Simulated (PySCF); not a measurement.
# C₃H₁₃NSSi₂: magnetic properties

Wanted: magnetic properties for C₃H₁₃NSSi₂ (`CCCS[SiH2]N[SiH3]`).

Computed with PySCF 2.14.0 and routines of our own; the level stands in each step. Atoms count from 0.

### Step 1. The system as given

20 atoms, charge 0, multiplicity 1; geometry from: GFN2-xTB.

### Step 2. Magnetic properties: GIAO B3LYP/pcSseg-1

What the job is given:

```
{"job": {"kind": "mag", "xc": "B3LYP", "basis": "pcSseg-1", "isotopologues": 2}, "charge": 0, "multiplicity": 1}
C     -3.558658    -0.213832    -0.991759
C     -2.221408    -0.591990    -0.365913
C     -1.736353     0.486319     0.587716
S     -0.211233     0.012183     1.467735
Si     1.228147     0.151202    -0.109065
N      2.740109     0.164193     0.701244
Si     4.314132     0.028125    -0.008530
H     -3.890901    -0.994487    -1.671308
H     -3.470056     0.715639    -1.550075
H     -4.316186    -0.081717    -0.222600
H     -2.322396    -1.529725     0.184152
H     -1.477926    -0.742114    -1.151824
H     -1.545915     1.423071     0.064187
H     -2.472475     0.663134     1.371686
H      0.983897     1.399851    -0.830729
H      1.109923    -0.994324    -1.011002
H      2.697381     0.108464     1.705748
H      5.250165     0.508891     1.003882
H      4.601463    -1.360972    -0.376197
H      4.293142     0.858768    -1.210083
```

With the program's defaults for keys left out, this is: GIAO B3LYP/pcSseg-1 magnetisability, rotational g tensor and spin-rotation constants, non-relativistic, gas phase.

The run is started by

```
$ OMP_NUM_THREADS=1 python excited_run.py task.json out
```

The driver reads the jobs from task.json and runs them one after another.

Log:

```text
coarse grid: 17256 points
cycle   1  E = -1154.0174830603  dE =  3.967e-01  |g| = 6.043e-01  |ddm| = 3.939e+00
cycle   2  E = -1153.9359274239  dE =  8.156e-02  |g| = 8.527e-01  |ddm| = 1.348e+00
cycle   3  E = -1154.0999759728  dE = -1.640e-01  |g| = 1.000e-01  |ddm| = 8.703e-01
cycle   4  E = -1154.1020548891  dE = -2.079e-03  |g| = 3.704e-02  |ddm| = 1.335e-01
cycle   5  E = -1154.1023793793  dE = -3.245e-04  |g| = 7.011e-03  |ddm| = 4.245e-02
cycle   6  E = -1154.1023898099  dE = -1.043e-05  |g| = 3.304e-03  |ddm| = 1.142e-02
cycle   7  E = -1154.1023924792  dE = -2.669e-06  |g| = 6.146e-04  |ddm| = 4.045e-03
final grid: 150056 points
cycle   8  E = -1154.1462239034  dE = -2.947e-05  |g| = 6.006e-03  |ddm| = 2.051e-02
cycle   9  E = -1154.1462182386  dE =  5.665e-06  |g| = 7.703e-03  |ddm| = 1.136e-02
cycle  10  E = -1154.1462324740  dE = -1.424e-05  |g| = 8.589e-04  |ddm| = 6.615e-03
cycle  11  E = -1154.1462326256  dE = -1.516e-07  |g| = 1.944e-04  |ddm| = 9.740e-04
cycle  12  E = -1154.1462326332  dE = -7.578e-09  |g| = 6.552e-05  |ddm| = 2.258e-04
cycle  13  E = -1154.1462326342  dE = -9.709e-10  |g| = 2.157e-05  |ddm| = 1.014e-04
converged SCF energy = -1154.1462326342

Magnetisability tensor (1e-30 J/T^2)
    -1711.37       35.31      -37.31
       35.31    -1545.14      -17.31
      -37.31      -17.31    -1554.16
isotropic -1603.56   principal values   -1725.10  -1567.25  -1518.33
isotropic susceptibility -96.568 1e-6 cm^3/mol

Inertial axes            a          b          c
rot. const./GHz      4.3060     0.4969     0.4609
chi total          -103.094    -93.690    -92.921
chi diamagnetic    -438.644  -2610.062  -2789.044
chi paramagnetic    335.550   2516.373   2696.123
quadrupole/D A        8.623     -3.188     -5.434
g nuclear            0.6319     0.5814     0.5784
g electronic        -0.6788    -0.5874    -0.5838
g total             -0.0469    -0.0060    -0.0054

Spin-rotation constants (kHz, H = +C I.J)
atom  isotope        aa         bb         cc
  5    14N        0.138      0.007      0.015
  7     1H       -0.406     -0.022     -0.027
  8     1H       -0.479     -0.047      0.000
  9     1H       -0.209     -0.018     -0.055
 10     1H       -0.475     -0.046      0.006
 11     1H       -0.197     -0.015     -0.055
 12     1H       -0.430     -0.046      0.006
 13     1H       -0.211     -0.012     -0.051
 14     1H       -0.321     -0.036      0.012
 15     1H       -0.327     -0.008     -0.011
 16     1H       -0.504     -0.002     -0.065
 17     1H       -0.128     -0.009     -0.040
 18     1H       -0.367     -0.035      0.012
 19     1H       -0.365     -0.008     -0.015
  0    13C*       0.593      0.074      0.071
  1    13C*       0.771      0.088      0.079
  2    13C*       0.761      0.089      0.083
  3    33S*       0.466      0.118      0.114
  4   29Si*      -2.509     -0.330     -0.292
  6   29Si*      -2.295     -0.298     -0.269
* in the singly substituted isotopologue

Isotopologues: g along a, b, c
2H    at 7,8,9,10,11,12    -0.0375    -0.0052    -0.0047
13C   at 0                 -0.0465    -0.0059    -0.0053
```

It took 86 s on 1 thread of Intel Xeon Platinum 8259CL at 2.50GHz, shared host; peak memory 1.1 GiB.

Key values:

```csv
quantity,value
magnetisability,-1604·10⁻³⁰ J/T²
molar susceptibility,-96.6·10⁻⁶ cm³/mol
"rotational g (a, b, c)","-0.0469, -0.0060, -0.0054"
```

Orbitals, density, ELF and potential are computed afterwards from the orbital file.

Frontier orbitals at B3LYP/pcSseg-1, with the share of their density that lies nearest to each atom:

| orbital | energy (eV) | lies on |
| --- | --- | --- |
| HOMO | -6.51 | S3 78 % |
| LUMO | -0.36 | S3 12 %; Si4 11 %; H16, H19 about 10 % each |

ELF in a plane through or near 10 of the atoms.

Values, 10 rows by 14 columns:
```
0.00 0.00 0.00 0.00 0.00 0.00 0.00 0.00 0.00 0.00 0.00 0.00 0.00 0.00
0.00 0.00 0.00 0.00 0.00 0.00 0.16 0.25 0.00 0.00 0.00 0.00 0.00 0.00
0.00 0.00 0.02 0.00 0.17 0.00 0.83 0.87 0.07 0.99 0.01 0.00 0.00 0.00
0.00 0.08 0.99 0.05 0.86 0.14 0.80 0.25 0.64 0.99 0.01 0.06 0.00 0.00
0.00 0.64 1.00 0.65 0.49 0.80 0.58 0.59 0.54 0.45 0.85 0.99 0.00 0.00
0.00 0.09 0.79 0.82 0.80 0.48 0.33 0.09 0.55 0.53 0.30 0.66 0.00 0.00
0.00 0.00 0.16 0.58 0.10 0.49 1.00 0.02 1.00 0.28 0.98 0.59 0.00 0.00
0.00 0.00 0.04 0.25 0.02 0.37 0.99 0.02 0.81 0.01 0.96 0.60 0.00 0.00
0.00 0.00 0.00 0.01 0.00 0.01 0.11 0.00 0.00 0.00 0.04 0.00 0.00 0.00
0.00 0.00 0.00 0.00 0.00 0.00 0.00 0.00 0.00 0.00 0.00 0.00 0.00 0.00
```
The map spans 15.9 Å across and 9.0 Å up, centred on the molecule. Atoms in the plane (x, y in Å): C0 (3.6, -0.5), C2 (1.6, 1.0), Si4 (-1.2, -0.1), N5 (-2.8, 0.5), Si6 (-4.3, -0.3), H7 (4.1, -1.4), H9 (4.3, 0.3), H11 (1.6, -1.1), H13 (2.3, 1.9), H17 (-5.3, 0.7).

On the surface of density 0.002 e/bohr³ the electrostatic potential runs, from the 1st to the 99th percentile, from -0.98 V near S3 to 1.48 V near H16.

### Step 3. Magnetic properties: GIAO wB97X-D/6-31G

The job, as its differences from that of step 2:

```diff
@@ -1,2 +1,2 @@
-{"job": {"kind": "mag", "xc": "B3LYP", "basis": "pcSseg-1", "isotopologues": 2}, "charge": 0, "multiplicity": 1}
+{"job": {"kind": "mag", "xc": "wB97X-D", "basis": "6-31G", "scf": {"conv": 1e-06}}, "charge": 0, "multiplicity": 1}
 C     -3.558658    -0.213832    -0.991759
```

Method: GIAO wB97X-D/6-31G magnetisability, rotational g tensor and spin-rotation constants, non-relativistic, gas phase.

Log:

```text
final grid: 150056 points
cycle   1  E = -1153.7780786450  dE =  7.223e-01  |g| = 4.845e-01  |ddm| = 3.884e+00
cycle   2  E = -1153.7996502930  dE = -2.157e-02  |g| = 4.523e-01  |ddm| = 1.081e+00
cycle   3  E = -1153.8462963127  dE = -4.665e-02  |g| = 5.611e-02  |ddm| = 4.420e-01
cycle   4  E = -1153.8470878812  dE = -7.916e-04  |g| = 2.075e-02  |ddm| = 9.976e-02
cycle   5  E = -1153.8472245776  dE = -1.367e-04  |g| = 2.863e-03  |ddm| = 3.480e-02
cycle   6  E = -1153.8472276754  dE = -3.098e-06  |g| = 9.560e-04  |ddm| = 7.801e-03
cycle   7  E = -1153.8472280125  dE = -3.371e-07  |g| = 3.499e-04  |ddm| = 2.181e-03
converged SCF energy = -1153.8472280125

Magnetisability tensor (1e-30 J/T^2)
    -1879.50       28.90      -40.31
       28.90    -1671.38      -18.24
      -40.31      -18.24    -1701.79
isotropic -1750.89   principal values   -1890.96  -1707.58  -1654.12
isotropic susceptibility -105.441 1e-6 cm^3/mol

Inertial axes            a          b          c
rot. const./GHz      4.3060     0.4969     0.4609
chi total          -113.254   -102.555   -100.514
chi diamagnetic    -438.118  -2606.845  -2786.514
chi paramagnetic    324.864   2504.290   2685.999
quadrupole/D A       11.282     -5.101     -6.181
g nuclear            0.6319     0.5814     0.5784
g electronic        -0.6572    -0.5846    -0.5816
g total             -0.0253    -0.0032    -0.0032

Spin-rotation constants (kHz, H = +C I.J)
atom  isotope        aa         bb         cc
  5    14N        0.099     -0.001      0.010
  7     1H       -0.441     -0.026     -0.030
  8     1H       -0.514     -0.050     -0.003
  9     1H       -0.247     -0.022     -0.057
 10     1H       -0.500     -0.048      0.003
 11     1H       -0.248     -0.018     -0.056
 12     1H       -0.473     -0.049      0.001
 13     1H       -0.244     -0.015     -0.053
 14     1H       -0.380     -0.040      0.007
 15     1H       -0.389     -0.014     -0.015
 16     1H       -0.524     -0.021     -0.068
 17     1H       -0.191     -0.015     -0.043
 18     1H       -0.418     -0.038      0.007
 19     1H       -0.421     -0.013     -0.019
  0    13C*       0.462      0.058      0.055
  1    13C*       0.602      0.069      0.062
  2    13C*       0.591      0.072      0.065
  3    33S*       0.326      0.090      0.093
  4   29Si*      -2.021     -0.277     -0.251
  6   29Si*      -1.856     -0.248     -0.225
* in the singly substituted isotopologue
```

Run time: 46 s. Hardware: 1 thread of Intel Xeon Platinum 8259CL at 2.50GHz, shared host; peak memory 0.6 GiB.

In short:

```
              quantity                      value
       magnetisability           -1751·10⁻³⁰ J/T²
  molar susceptibility        -105.4·10⁻⁶ cm³/mol
rotational g (a, b, c)  -0.0253, -0.0032, -0.0032
```

### Step 4. Magnetic properties side by side

```csv
level,ξ (10⁻³⁰ J/T²),g(a),g(b),gap (eV),functions,time
GIAO B3LYP/pcSseg-1,-1604,-0.0469,-0.0060,6.15,205,86 s
GIAO wB97X-D/6-31G,-1751,-0.0253,-0.0032,10.33,101,46 s
```

### Step 5. What came out

| quantity | value |
| --- | --- |
| magnetisability (step 2, GIAO B3LYP/pcSseg-1) | -1604·10⁻³⁰ J/T² |
| molar susceptibility (step 2, GIAO B3LYP/pcSseg-1) | -96.6·10⁻⁶ cm³/mol |
| rotational g (a, b, c) (step 2, GIAO B3LYP/pcSseg-1) | -0.0469, -0.0060, -0.0054 |
| surface potential, 1st and 99th percentile | -0.98 V and 1.48 V |
| magnetisability over the levels | -1751 to -1604·10⁻³⁰ J/T² |

In words: By nearest atom (B3LYP/pcSseg-1), the HOMO sits on S3 78 % and the LUMO on S3 12 %; Si4 11 %. The magnetisability spreads by 8.8 % over 2 levels, from GIAO wB97X-D/6-31G (46 s) to GIAO B3LYP/pcSseg-1 (86 s); the runs took 46 s to 86 s. Two levels can agree by chance, so this spread shows no convergence. Vibrational averaging and real surroundings are missing from these values.
